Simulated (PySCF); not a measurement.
# C6H3N: the cost of one run

Programs: PySCF 2.14.0, with density-fitted response routines of our own. Each step states its level of theory. These are calculated values for one molecule, in the gas phase or a continuum, unless marked as measured. Atoms are numbered from 0 throughout.

## Step 1: Starting geometry

10 atoms, charge 0, multiplicity 1; geometry from: GFN2-xTB. The atoms were then displaced at random by about 0.01 Å, so the start is not that level's minimum.

Bonds of the start (Å): C0–C1 1.26, C1–C2 1.30, C2–C3 1.45, C3–C4 1.18, C4–C5 1.36, C5–N6 1.16, C0–H7 1.10, C0–H8 1.11, C2–H9 1.08.

## Step 2: Optimising the geometry at PBE0-D3(BJ)/def2-SVP

The job: settings as JSON, then the geometry in Å.

```
{"job": {"xc": "PBE0", "basis": "def2-SVP", "d3": "d3bj", "grid": 1, "shake": 0.01, "kind": "geom"}, "charge": 0, "multiplicity": 1}
C     -2.322680     0.983850    -0.294870
C     -1.461800     0.077860    -0.179050
C     -0.575010    -0.861890    -0.059310
C      0.854880    -0.601650    -0.113420
C      2.014020    -0.409900    -0.170520
C      3.350220    -0.172500    -0.218440
N      4.497630     0.010970    -0.263200
H     -2.733880     1.291090    -1.264500
H     -2.723900     1.555640     0.573340
H     -0.849050    -1.894400     0.116060
```

On the command line:

```console
OMP_NUM_THREADS=1 python probes_run.py task.json out
```

This one command runs all jobs of the session in turn.

Q: Estimate the wall time and peak memory of this first job on 1 thread of Arm Neoverse V2, shared host.

About 30 s, with a peak of 0.44 GiB.
